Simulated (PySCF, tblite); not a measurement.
# C6H13BFN: geometry, infrared bands and NMR shifts

Aim: predict the infrared bands and NMR shifts of C6H13BFN (`C=C(BN)[C@@H](F)CCC`).

The runs use tblite 0.8.0 and PySCF 2.14.0, with density-fitted response routines of our own; the level of theory stands in each step. All values are computed, except where a source is named. Atoms count from 0, in the outputs and in this text.

### Step 1. The molecule as given

22 atoms, charge 0, multiplicity 1; geometry from: force field or distance geometry start.

Bonds of the start (Å): C0–C1 1.33, C1–B2 1.56, B2–N3 1.53, C1–C4 1.49, C4–F5 1.40, C4–C6 1.49, C6–C7 1.51, C7–C8 1.52, C0–H9 1.11, C0–H10 1.10, B2–H11 1.19, N3–H12 1.03, N3–H13 1.06, C4–H14 1.12, C6–H15 1.13, C6–H16 1.11, C7–H17 1.11, C7–H18 1.11, C8–H19 1.10, C8–H20 1.12, C8–H21 1.10.

### Step 2. Relaxing the molecule with GFN2-xTB

What the job is given:

```
{"job": {"kind": "relax", "xc": "GFN2-xTB", "basis": "xTB"}, "charge": 0, "multiplicity": 1}
C     -2.208800    -0.835000    -1.264200
C     -1.338800    -0.649100    -0.269500
B     -1.704500     0.385000     0.834400
N     -2.621300     1.542000     0.427600
C     -0.090400    -1.454000    -0.267200
F     -0.196500    -2.327000    -1.354700
C      1.180700    -0.682600    -0.404400
C      1.449100     0.311100     0.705800
C      2.789600     0.941800     0.365700
H     -3.159100    -0.259600    -1.285700
H     -1.990700    -1.560300    -2.055300
H     -1.813800    -0.019600     1.947900
H     -2.667100     1.692900    -0.591400
H     -2.291200     2.405100     0.944100
H     -0.068100    -2.073600     0.662400
H      2.057000    -1.392100    -0.350100
H      1.182100    -0.167100    -1.389500
H      0.675800     1.107800     0.738700
H      1.500800    -0.197800     1.690400
H      3.578600     0.170300     0.414200
H      3.014600     1.711600     1.149800
H      2.711600     1.369600    -0.649900
```

Run with:

```
$ OMP_NUM_THREADS=1 python probes_run.py task.json out
```

One launch serves the whole session: the jobs run in the order shown.

**Question.** This job is followed by: GFN2-xTB harmonic vibrations, gas phase; GIAO PBE0/pcSseg-1 NMR shielding, non-relativistic, gas phase. Predict these results of the whole session: strongest single infrared mode (GFN2-xTB); zero-point energy (GFN2-xTB); ¹³C shifts against TMS (PBE0/pcSseg-1); ¹H shifts against TMS (PBE0/pcSseg-1, means over atoms taken as alike); ¹¹B shifts against BF3·OEt2 (PBE0/pcSseg-1); ¹⁵N shifts against NH3 (PBE0/pcSseg-1); ¹⁹F shifts against CFCl3 (PBE0/pcSseg-1); surface potential, 1st and 99th percentile.

**Answer**, as computed:

| quantity | value |
| --- | --- |
| strongest single infrared mode (GFN2-xTB) | 639 cm⁻¹, 163 km/mol |
| zero-point energy (GFN2-xTB) | 115.8 kcal/mol |
| ¹³C shifts against TMS (PBE0/pcSseg-1) | 165.6, 125.4, 99.8, 47.6, 22.9, 17.0 ppm |
| ¹H shifts against TMS (PBE0/pcSseg-1, means over atoms taken as alike) | 6.19, 5.84, 5.33, 4.89, 4.21, 2.03, 1.30, 1.19, 1.09, 1.00 ppm |
| ¹¹B shifts against BF3·OEt2 (PBE0/pcSseg-1) | 34.7 ppm |
| ¹⁵N shifts against NH3 (PBE0/pcSseg-1) | 108.3 ppm |
| ¹⁹F shifts against CFCl3 (PBE0/pcSseg-1) | -199.9 ppm |
| surface potential, 1st and 99th percentile | -1.29 V and 1.75 V |

In words: The optimisation took 100 steps and gained 1.188 eV; among the close pairs (by a distance rule), B2–N3 changed most, from 1.531 to 1.381 Å. All 60 modes are real, so the xTB geometry is a minimum. The strongest single mode, at 639 cm⁻¹, is spread over several atoms, H12, C1, B2, N3 among them. Unscaled tight-binding wavenumbers are off by several per cent, some by more. Its intensities can rank the bands wrongly. At PBE0/pcSseg-1: Shielding is most anisotropic at C1 (span 255 ppm, paramagnetic term -241 ppm). By nearest atom (PBE0/pcSseg-1), the HOMO sits on C0, C1 about 32 % each; N3 10 % and the LUMO on C0 23 %; B2 20 %.
